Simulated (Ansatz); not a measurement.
# B₂H₄Cl₂: vertical ionisation energy

One table from this session's results is given with a row withheld; the runs are named, their logs left out.

Computed with Ansatz 0.2.0, Gaussian basis. Level: unrestricted cation, the program's frozen cores in correlated methods.

Levels to be run: UKS PBE-D4/def2-TZVPP; UKS r2SCAN-D4/def2-TZVPP; UKS PBE0-D4/def2-TZVPP; UKS B3LYP-D4/def2-TZVPP; UKS wB97X-V/def2-TZVPP; UKS wB97M-V/def2-TZVPP; UKS B2PLYP/def2-TZVPP; UHF-CCSD(T)/def2-TZVPP; UHF-CCSD(T)/def2-QZVPP; extrapolation to the limit; then −ε(HOMO) from the neutral's earlier runs with LDA (SPW92), PBE-D4, revPBE-D4, BLYP-D4, r2SCAN-D4, B97M-V, PBE0-D4, B3LYP-D4, r2SCANh-D4, r2SCAN0-D4, HSE06-D4, BHLYP-D4, CAM-B3LYP-D4, LC-ωPBE, ωB97X-V, ωB97M-V.

### Structure used throughout

All runs share one geometry, relaxed beforehand with PBE0-D4 in a triple-zeta def2 set.

SMILES `[BH2-]1[Cl+][BH2-][Cl+]1`, 8 atoms, charge 0, spin multiplicity 1.

Atoms are counted from 1 here; the program's logs count them from 0.

Bond lengths: B1–Cl2 1.951 Å, B1–Cl4 1.951 Å, B1–H5 1.188 Å, B1–H6 1.189 Å, Cl2–B3 1.951 Å, B3–Cl4 1.951 Å, B3–H7 1.189 Å, B3–H8 1.188 Å. Angles: Cl2–B1–Cl4 94.7°, Cl2–B1–H5 109.8°, Cl2–B1–H6 108.3°, Cl4–B1–H5 109.8°, Cl4–B1–H6 108.3°, H5–B1–H6 122.4°, B1–Cl2–B3 81.6°, Cl2–B3–Cl4 94.7°, Cl2–B3–H7 108.3°, Cl2–B3–H8 109.8°, Cl4–B3–H7 108.3°, Cl4–B3–H8 109.8°, H7–B3–H8 122.4°, B1–Cl4–B3 81.6°.

The first run:

in.yaml

```yaml
crystal:
  periodic: [false, false, false]
  atoms:
    - {symbol: B, position_ang: [-0.343922, 1.148471, -0.434609]}
    - {symbol: Cl, position_ang: [-1.340158, -0.179115, 0.591692]}
    - {symbol: B, position_ang: [0.349858, -1.143472, 0.442970]}
    - {symbol: Cl, position_ang: [0.979138, -0.123763, -1.097304]}
    - {symbol: H, position_ang: [-1.009691, 1.543605, -1.335921]}
    - {symbol: H, position_ang: [0.195217, 1.882500, 0.329727]}
    - {symbol: H, position_ang: [1.025005, -0.858736, 1.379337]}
    - {symbol: H, position_ang: [0.144553, -2.269488, 0.124099]}
basis:
  gaussian: {orbitals: def2-TZVPP}
total_charge: 1
magnetization: {spin_polarized: true, initial_magnetization: 1}
hamiltonian: {xc: pbe, dispersion: d4}
```

The run is started by

```
> ansatz run in.yaml --threads 2 --pin off --events-out ev --progress --plain --max-ram 22528MiB --backend cpu
```

Steps of the session up to this table: Cation, UKS PBE-D4/def2-TZVPP; Cation, UKS r2SCAN-D4/def2-TZVPP; Cation, UKS PBE0-D4/def2-TZVPP; Cation, UKS B3LYP-D4/def2-TZVPP; Cation, UKS wB97X-V/def2-TZVPP; Cation, UKS wB97M-V/def2-TZVPP; Cation, UKS B2PLYP (frozen core)/def2-TZVPP; Cation, UHF-CCSD(T)/def2-TZVPP; Cation, UHF-CCSD(T)/def2-QZVPP.

One of the session's tables, all rows but one given; the rest of the session is left out.

Orbital estimates, from the neutral's runs:

| functional | −ε(HOMO) (eV) |
| --- | --- |
| LDA (SPW92) | 7.17 |
| PBE-D4 | 7.12 |
| revPBE-D4 | ? |
| BLYP-D4 | 7.04 |
| r2SCAN-D4 | 7.44 |
| B97M-V | 7.56 |
| PBE0-D4 | 8.49 |
| B3LYP-D4 | 8.29 |
| r2SCANh-D4 | 7.94 |
| r2SCAN0-D4 | 8.69 |
| HSE06-D4 | 8.09 |
| BHLYP-D4 | 9.80 |
| CAM-B3LYP-D4 | 9.91 |
| LC-ωPBE | 11.28 |
| ωB97X-V | 10.93 |
| ωB97M-V | 10.77 |

Q: Estimate the row for revPBE-D4 from the others.

**Answer.** −ε(HOMO) (eV): 7.09. In the column «−ε(HOMO) (eV)» it lies between BLYP-D4 (7.04) and PBE-D4 (7.12).

To keep in mind: The cation may have settled in a state other than its lowest; no search over hole states beyond the program's own was made.
